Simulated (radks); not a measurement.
**As in [Ar] 3d10 4s2 4p3: an all-electron calculation**

An exercise on one series of results from a longer session: the logs are not shown, and one member is left open.

The numbers are computed with radks (a radial shooting solver on a logarithmic mesh, Libxc functionals) version 1 (Dirac Kohn-Sham, Wu-Cohen GGA, spin-unpolarised, spherical densities, point nucleus; open shells fill j = l - 1/2 first), except any that are marked as measured or tabulated.

**The system**

```
element       : arsenic (Z = 33)
charge        : 0
electrons     : 33
configuration : [Ar] 3d10 4s2 4p3
```

Set-up of the first run:

The run's settings:

```text
Z 33
configuration [Ar] 3d10 4s2 4p3
relativity Dirac
functional wc,pbe
spin unpolarised
j_filling energy
nucleus point
c 137.035999084
```

Launch:

```console
$ python run_ks.py task.json out
```

This one command runs every case of the session in turn.

Among the steps run: Self-consistent calculation.

One table of the session follows, with a row left open; its other results are not shown here.

It belongs to the step «Shells». From the orbitals of this run (lengths in bohr):

```
level      <r>  outermost maximum (interpolated)  90 % within  nodes
1s1/2  0.04551                            0.0297       0.0813      0
2s1/2        ?                                 ?            ?      ?
2p1/2   0.1747                             0.134        0.286      0
2p3/2   0.1784                             0.137        0.291      0
3s1/2   0.5985                             0.522        0.894      2
3p1/2   0.6101                             0.515        0.937      1
3p3/2   0.6208                             0.524        0.953      1
3d3/2   0.6759                             0.475         1.13      0
3d5/2   0.6807                             0.478         1.14      0
4s1/2    1.938                              1.61         2.92      3
4p1/2    2.510                              1.96         3.92      2
4p3/2    2.564                              2.00         4.01      2
```

Q: Estimate the row for 2s1/2 from the others.

**Answer.** <r>: 0.2026; outermost maximum (interpolated): 0.170; 90 % within: 0.314; nodes: 1. In the column «<r>» it lies between 2p3/2 (0.1784) and 3s1/2 (0.5985).

Limits of these values: Spin polarisation and multiplet splitting are left out.
